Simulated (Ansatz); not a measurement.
**C3H8Cl2OSn: how energies converge with the basis set**

An exercise on one series of results from a longer session: the logs are not shown, and one member is left open.

The runs use Ansatz 0.2.0, Gaussian basis; one geometry, several basis sets.

The runs, in order: PBE0-D4/def2-SVP; ωB97M-V/def2-SVP; PBE0-D4/def2-QZVPP; ωB97M-V/def2-QZVPP; the functionals' def2-TZVPP values are taken from earlier runs.

## The geometry

The geometry comes from an earlier relaxation with PBE0-D4 in a triple-zeta def2 set; it is a stationary point, not always the lowest conformer. Sn takes the def2 core potential; no spin-orbit term is included.

SMILES `CC[O][Sn]([CH3])([Cl])[Cl]`, 15 atoms, charge 0, spin multiplicity 1.

Atoms are counted from 1 here; the program's logs count them from 0.

Bond lengths: C1–C2 1.511 Å, C1–H8 1.093 Å, C1–H9 1.094 Å, C1–H10 1.092 Å, C2–O3 1.417 Å, C2–H11 1.095 Å, C2–H12 1.097 Å, O3–Sn4 1.941 Å, Sn4–C5 2.110 Å, Sn4–Cl6 2.323 Å, Sn4–Cl7 2.323 Å, C5–H13 1.089 Å, C5–H14 1.088 Å, C5–H15 1.089 Å. Angles: C2–C1–H8 110.2°, C2–C1–H9 111.4°, C2–C1–H10 110.8°, H8–C1–H9 107.6°, H8–C1–H10 108.6°, H9–C1–H10 108.2°, C1–C2–O3 113.1°, C1–C2–H11 110.2°, C1–C2–H12 110.1°, O3–C2–H11 105.6°, O3–C2–H12 110.4°, H11–C2–H12 107.2°, C2–O3–Sn4 123.3°, O3–Sn4–C5 110.0°, O3–Sn4–Cl6 109.6°, O3–Sn4–Cl7 106.6°, C5–Sn4–Cl6 110.9°, C5–Sn4–Cl7 113.5° and more.

As a file:

```xyz
15
charge 0, multiplicity 1
C     1.18399   -0.84710    1.93928
C    -0.11969   -1.25055    1.29055
O    -0.74191   -0.19046    0.58498
Sn    0.00577    0.60220   -1.02113
C    -1.52369    1.51180   -2.15499
Cl    1.63666    2.14985   -0.43830
Cl    1.10980   -1.10057   -2.15126
H     1.58063   -1.67307    2.53549
H     1.93845   -0.58748    1.19080
H     1.04070    0.01609    2.59225
H    -0.84101   -1.56033    2.05401
H     0.03997   -2.11032    0.62758
H    -2.08282    2.18100   -1.50252
H    -1.07103    2.07349   -2.97005
H    -2.17782    0.73484   -2.54728
```

The first run:

The input, in.yaml:

```yaml
crystal:
  periodic: [false, false, false]
  atoms:
    - {symbol: C, position_ang: [1.183991, -0.847104, 1.939276]}
    - {symbol: C, position_ang: [-0.119688, -1.250547, 1.290547]}
    - {symbol: O, position_ang: [-0.741906, -0.190458, 0.584975]}
    - {symbol: Sn, position_ang: [0.005766, 0.602203, -1.021132]}
    - {symbol: C, position_ang: [-1.523690, 1.511804, -2.154993]}
    - {symbol: Cl, position_ang: [1.636660, 2.149846, -0.438298]}
    - {symbol: Cl, position_ang: [1.109801, -1.100570, -2.151262]}
    - {symbol: H, position_ang: [1.580627, -1.673069, 2.535489]}
    - {symbol: H, position_ang: [1.938454, -0.587478, 1.190802]}
    - {symbol: H, position_ang: [1.040703, 0.016092, 2.592252]}
    - {symbol: H, position_ang: [-0.841011, -1.560327, 2.054012]}
    - {symbol: H, position_ang: [0.039967, -2.110319, 0.627579]}
    - {symbol: H, position_ang: [-2.082822, 2.180998, -1.502517]}
    - {symbol: H, position_ang: [-1.071026, 2.073486, -2.970055]}
    - {symbol: H, position_ang: [-2.177824, 0.734845, -2.547278]}
basis:
  gaussian: {orbitals: def2-SVP}
hamiltonian: {xc: pbe0, dispersion: d4}
output: {orbitals: {seedname: orbitals}}
```

Steps of the session up to this table: PBE0-D4 in def2-SVP; ωB97M-V in def2-SVP; PBE0-D4 in def2-QZVPP; ωB97M-V in def2-QZVPP.

One of the session's tables, all rows but one given; the rest of the session is left out.

It belongs to the step «Functionals by basis». 

| functional | basis | HOMO (eV) |
| --- | --- | --- |
| PBE0-D4 | def2-SVP | ? |
| PBE0-D4 | def2-TZVPP | -8.12 |
| PBE0-D4 | def2-QZVPP | -8.14 |
| ωB97M-V | def2-SVP | -10.35 |
| ωB97M-V | def2-TZVPP | -10.50 |
| ωB97M-V | def2-QZVPP | -10.54 |

Estimate the missing values for PBE0-D4, def2-SVP.

**Answer.** HOMO (eV): -8.00. In the column «HOMO (eV)» it is the highest.
